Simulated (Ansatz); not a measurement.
**CH6AlN3O: how energies converge with the basis set**

Aim: see how fast density functionals converge with the basis set for CH6AlN3O.

The runs use Ansatz 0.2.0, Gaussian basis; one geometry, several basis sets.

Levels to be run: PBE0-D4/def2-SVP; ωB97M-V/def2-SVP; PBE0-D4/def2-QZVPP; ωB97M-V/def2-QZVPP; the functionals' def2-TZVPP values are taken from earlier runs.

## Step 1: Structure used throughout

All runs share one geometry, relaxed beforehand with PBE0-D4 in a triple-zeta def2 set.

SMILES `N=[C](O)[Al]([NH2])[NH2]`, 12 atoms, charge 0, spin multiplicity 1.

Atoms are counted from 1 here; the program's logs count them from 0.

Bond lengths: N1–C2 1.268 Å, N1–H7 1.027 Å, C2–O3 1.360 Å, C2–Al4 1.981 Å, O3–H8 0.969 Å, Al4–N5 1.759 Å, Al4–N6 1.764 Å, N5–H9 1.007 Å, N5–H10 1.005 Å, N6–H11 1.006 Å, N6–H12 1.007 Å. Angles: C2–N1–H7 113.6°, N1–C2–O3 125.5°, N1–C2–Al4 116.7°, O3–C2–Al4 117.8°, C2–O3–H8 109.5°, C2–Al4–N5 116.3°, C2–Al4–N6 119.2°, N5–Al4–N6 124.5°, Al4–N5–H9 120.8°, Al4–N5–H10 128.1°, H9–N5–H10 111.1°, Al4–N6–H11 127.0°, Al4–N6–H12 122.7°, H11–N6–H12 110.3°.

Coordinates:

```
N    -0.30717   -2.14340    0.12280
C     0.43175   -1.18368   -0.25338
O     1.62340   -1.30860   -0.89743
Al   -0.21838    0.64651    0.13836
N    -1.76998    0.76263    0.95887
N     0.76497    2.02994   -0.34220
H     0.07416   -3.06991   -0.10311
H     1.82471   -2.24786   -1.02642
H    -2.28394   -0.06661    1.21030
H    -2.26282    1.59208    1.24026
H     0.55071    3.00270   -0.20152
H     1.64969    1.93089   -0.81273
```

## Step 2: PBE0-D4 in def2-SVP

Contents of in.yaml:

```yaml
crystal:
  periodic: [false, false, false]
  atoms:
    - {symbol: N, position_ang: [-0.307170, -2.143396, 0.122798]}
    - {symbol: C, position_ang: [0.431755, -1.183681, -0.253377]}
    - {symbol: O, position_ang: [1.623398, -1.308597, -0.897435]}
    - {symbol: Al, position_ang: [-0.218377, 0.646509, 0.138360]}
    - {symbol: N, position_ang: [-1.769978, 0.762629, 0.958871]}
    - {symbol: N, position_ang: [0.764975, 2.029943, -0.342195]}
    - {symbol: H, position_ang: [0.074157, -3.069909, -0.103111]}
    - {symbol: H, position_ang: [1.824710, -2.247856, -1.026416]}
    - {symbol: H, position_ang: [-2.283943, -0.066607, 1.210299]}
    - {symbol: H, position_ang: [-2.262823, 1.592080, 1.240258]}
    - {symbol: H, position_ang: [0.550709, 3.002700, -0.201516]}
    - {symbol: H, position_ang: [1.649688, 1.930887, -0.812735]}
basis:
  gaussian: {orbitals: def2-SVP}
hamiltonian: {xc: pbe0, dispersion: d4}
output: {orbitals: {seedname: orbitals}}
```

After this run come: ωB97M-V in def2-SVP; PBE0-D4 in def2-QZVPP; ωB97M-V in def2-QZVPP.

Before running them: what should the planned runs give, taken together? Wanted: PBE0-D4: double and triple zeta above quadruple; ωB97M-V: double and triple zeta above quadruple.

As calculated:

| quantity | value |
| --- | --- |
| PBE0-D4: double and triple zeta above quadruple | 12.27, 0.67 eV |
| ωB97M-V: double and triple zeta above quadruple | 12.51, 0.64 eV |

**Reading.** For PBE0-D4 the step from double to triple zeta gains 11.59 eV and the next only 0.67 eV. Total energies overstate the basis error of differences, where much of it tends to cancel. The LUMO of ωB97M-V is positive and keeps falling with the basis (2.14 to 1.21 eV): an unbound level that the basis holds in place.
